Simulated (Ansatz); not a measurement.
Crystal: RhPb.

```
Pb Rh
1.0
     5.67800    0.00000    0.00000
    -2.83900    4.91729    0.00000
     0.00000    0.00000    4.42800
Pb Rh
3 3
Direct
  0.00000 0.00000 0.00000
  0.66667 0.33333 0.50000
  0.33333 0.66667 0.50000
  0.00000 0.50000 0.00000
  0.50000 0.50000 0.00000
  0.50000 0.00000 0.00000
```

```yaml
Program: Ansatz 0.2.0
Task: relaxation of cell and atoms
Functional: revPBE
Potentials_or_basis: Ansatz PAW
Cutoff: "420 eV (not typed: the program's choice for these potentials)"
k_mesh: 6 × 6 × 6
Occupations: fermi-dirac, width 0.05 eV
Spin: no spin polarisation
```

At the start: volume 20.61 Å³/atom.

Question: How do energy, volume and symmetry change on relaxing?

Answer: It ends after 5 steps and the volume is 21.98 Å³/atom (+6.7 %); space group P6/mmm (No. 191, to 0.05 Å).

The path:
| step | energy change (eV) | largest force (eV/Å) | volume (Å³) |
| --- | --- | --- | --- |
| 1 | 0.0000 | 0.0000 | 123.63 |
| 2 | -0.1857 | 0.0000 | 131.63 |
| 3 | -0.1860 | 0.0000 | 131.87 |
| 4 | -0.1860 | 0.0000 | 131.91 |
| 5 | -0.1885 | 0.0000 | 131.91 |

Final structure:
```
Pb Rh
1.0
     5.78934    0.00000    0.00000
    -2.89467    5.01372    0.00000
     0.00000    0.00000    4.54448
Pb Rh
3 3
Direct
  0.00000 0.00000 0.00000
  0.66667 0.33333 0.50000
  0.33333 0.66667 0.50000
  0.00000 0.50000 0.00000
  0.50000 0.50000 0.00000
  0.50000 0.00000 0.00000
```

Caveat: the plane-wave basis is chosen anew once the cell has moved, so the energies of steps on either side of that aren't comparable; the PAW data sets come from PBE, with cores solved anew for the run's functional, which leaves a small shift of forces and pressure.
